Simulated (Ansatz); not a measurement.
# BClH6OSi: the cost of one run

All numbers below are computed with Ansatz 0.2.0 (RKS revPBE/6-31G*).

1 further run of the same task is left out (it didn't finish).

## (1) The system as given

Bond lengths: B1–Cl2 2.169 Å, B1–H3 1.161 Å, B1–H4 1.161 Å, B1–O6 1.745 Å, O6–Si7 1.632 Å, Si7–H8 1.461 Å, Si7–H9 1.463 Å, Si7–H10 1.459 Å. Angles: Cl2–B1–H3 108.0°, Cl2–B1–H4 108.8°, Cl2–B1–O6 88.0°, H3–B1–H4 125.9°, H3–B1–O6 108.8°, H4–B1–O6 110.7°, B1–O6–Si7 134.4°, O6–Si7–H8 101.8°, O6–Si7–H9 111.0°, O6–Si7–H10 107.1°, H8–Si7–H9 111.6°, H8–Si7–H10 113.6°, H9–Si7–H10 111.2°.

Structure file:

```xyz
10

B    -1.5057    0.2815   -0.3240
Cl   -1.9656   -1.8372   -0.2716
H    -2.2061    0.8187    0.4309
H    -1.3207    0.5973   -1.4256
H    -0.4710   -1.2673    0.4456
O     0.0023   -0.0890    0.4721
Si    1.5628    0.3037    0.2000
H     2.2181   -0.2404    1.3871
H     2.0572   -0.3259   -1.0249
H     1.6288    1.7586    0.1104
```

## (2) A restrained relaxation towards end A

Springs on the bonds that form and break draw the guess towards this end; the thresholds are loose.

The input, input.yaml:

```yaml
crystal:
  periodic: [false, false, false]
  atoms:
    - { symbol: B, position_ang: [-1.5057, 0.2815, -0.324] }
    - { symbol: Cl, position_ang: [-1.9656, -1.8372, -0.2716] }
    - { symbol: H, position_ang: [-2.2061, 0.8187, 0.4309] }
    - { symbol: H, position_ang: [-1.3207, 0.5973, -1.4256] }
    - { symbol: H, position_ang: [-0.471, -1.2673, 0.4456] }
    - { symbol: O, position_ang: [0.0023, -0.089, 0.4721] }
    - { symbol: Si, position_ang: [1.5628, 0.3037, 0.2] }
    - { symbol: H, position_ang: [2.2181, -0.2404, 1.3871] }
    - { symbol: H, position_ang: [2.0572, -0.3259, -1.0249] }
    - { symbol: H, position_ang: [1.6288, 1.7586, 0.1104] }
basis:
  gaussian: { orbitals: "6-31G*" }
hamiltonian:
  xc: revpbe
relax:
  f_tol: 0.15
  max_steps: 25
  restrain:
    - { distance: [0, 5], at: 2.8, k: 30.0 }
    - { distance: [4, 1], at: 2.63, k: 30.0 }
    - { distance: [0, 1], at: 1.86, k: 30.0 }
    - { distance: [4, 5], at: 0.97, k: 30.0 }
output:
  orbitals: {}
```

Run with:

```sh
$ ansatz run input.yaml --threads 2 --pin off --max-ram 3072MiB --backend cpu --events-out ev --progress --plain --runs-dir out
```

**Question.** How long does this run take on 2 threads of Intel Xeon Platinum 8488C (Sapphire Rapids), shared host, and how much memory does it need?

About 13 s, with a peak of 0.18 GiB.
